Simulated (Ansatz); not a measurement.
# CH4ClFOSSi: up Jacob's ladder to CCSD(T)

One table from this session's results is given with a row withheld; the runs are named, their logs left out.

The runs use Ansatz 0.2.0, Gaussian basis; functionals in def2-TZVPP, the program's frozen cores in correlated methods.

Levels to be run: PBE-D4, r2SCAN-D4, PBE0-D4, B3LYP-D4, ωB97X-V, ωB97M-V, B2PLYP; CCSD(T)/def2-TZVPP; MP2/def2-QZVPP; extrapolation to the limit.

## The geometry

An earlier PBE0-D4 in a triple-zeta def2 set relaxation fixed the geometry.

SMILES `CO[Si](F)(S)Cl`, 10 atoms, charge 0, spin multiplicity 1.

Atoms are counted from 1 here; the program's logs count them from 0.

Bond lengths: C1–O2 1.415 Å, C1–H7 1.094 Å, C1–H8 1.090 Å, C1–H9 1.093 Å, O2–Si3 1.609 Å, Si3–F4 1.578 Å, Si3–S5 2.109 Å, Si3–Cl6 2.039 Å, S5–H10 1.343 Å. Angles: O2–C1–H7 111.2°, O2–C1–H8 107.6°, O2–C1–H9 110.7°, H7–C1–H8 109.1°, H7–C1–H9 109.1°, H8–C1–H9 109.1°, C1–O2–Si3 126.4°, O2–Si3–F4 106.1°, O2–Si3–S5 109.4°, O2–Si3–Cl6 112.1°, F4–Si3–S5 111.9°, F4–Si3–Cl6 106.7°, S5–Si3–Cl6 110.6°, Si3–S5–H10 93.7°.

As a file:

```
atom     x (Å)     y (Å)     z (Å)
  C1   0.61775  -0.77712  -1.36847
  O2  -0.54817  -0.13863  -0.88215
 Si3  -0.80518   0.35981   0.62630
  F4  -2.31305   0.82322   0.68235
  S5   0.51931   1.93745   1.07905
 Cl6  -0.60806  -1.15328   1.97916
  H7   1.50994  -0.17680  -1.16874
  H8   0.50320  -0.89750  -2.44541
  H9   0.73906  -1.76162  -0.90907
 H10   0.38521   1.78448   2.40700
```

Set-up of the first run:

The input, in.yaml:

```yaml
crystal:
  periodic: [false, false, false]
  atoms:
    - {symbol: C, position_ang: [0.617751, -0.777119, -1.368467]}
    - {symbol: O, position_ang: [-0.548174, -0.138629, -0.882153]}
    - {symbol: Si, position_ang: [-0.805179, 0.359810, 0.626295]}
    - {symbol: F, position_ang: [-2.313051, 0.823221, 0.682346]}
    - {symbol: S, position_ang: [0.519314, 1.937446, 1.079048]}
    - {symbol: Cl, position_ang: [-0.608055, -1.153275, 1.979160]}
    - {symbol: H, position_ang: [1.509937, -0.176801, -1.168744]}
    - {symbol: H, position_ang: [0.503204, -0.897497, -2.445413]}
    - {symbol: H, position_ang: [0.739056, -1.761623, -0.909070]}
    - {symbol: H, position_ang: [0.385208, 1.784478, 2.406999]}
basis:
  gaussian: {orbitals: def2-TZVPP}
hamiltonian: {xc: pbe, dispersion: d4}
output: {forces: true, orbitals: {seedname: orbitals}}
```

Command:

```sh
> ansatz run in.yaml --threads 2 --pin off --events-out ev --progress --plain --max-ram 31744MiB --backend cuda --devices 0, --max-vram 18GiB
```

Among the steps run: PBE-D4 (GGA); r2SCAN-D4 (meta-GGA); PBE0-D4 (hybrid); B3LYP-D4 (hybrid); ωB97X-V (range-separated); ωB97M-V (range-separated); B2PLYP (double hybrid); CCSD(T) in def2-TZVPP; MP2 in def2-QZVPP.

One of the session's tables, all rows but one given; the rest of the session is left out.

| method | atomisation energy (kJ/mol) |
| --- | --- |
| PBE-D4 | 3866.1 |
| r2SCAN-D4 | 3824.9 |
| PBE0-D4 | 3792.1 |
| B3LYP-D4 | 3776.9 |
| ωB97X-V | 3823.2 |
| ωB97M-V | 3827.5 |
| B2PLYP | ? |
| HF/def2-TZVPP | 2762.9 |
| MP2/def2-TZVPP | 3807.8 |
| CCSD/def2-TZVPP | 3634.4 |
| CCSD(T)/def2-TZVPP | 3698.3 |
| MP2/CBS | 3928.9 |
| CCSD(T)/CBS | 3819.4 |

Estimate the missing values for B2PLYP.

As computed: atomisation energy (kJ/mol): 3747.5. In the column «atomisation energy (kJ/mol)» it lies between CCSD(T)/def2-TZVPP (3698.3) and B3LYP-D4 (3776.9).

To keep in mind: Free atoms (1 C, 1 O, 1 Si, 1 F, 1 S, 1 Cl, 4 H) were run apart at each level; the atomisation energy is their sum less the molecule, without zero-point or spin-orbit terms.
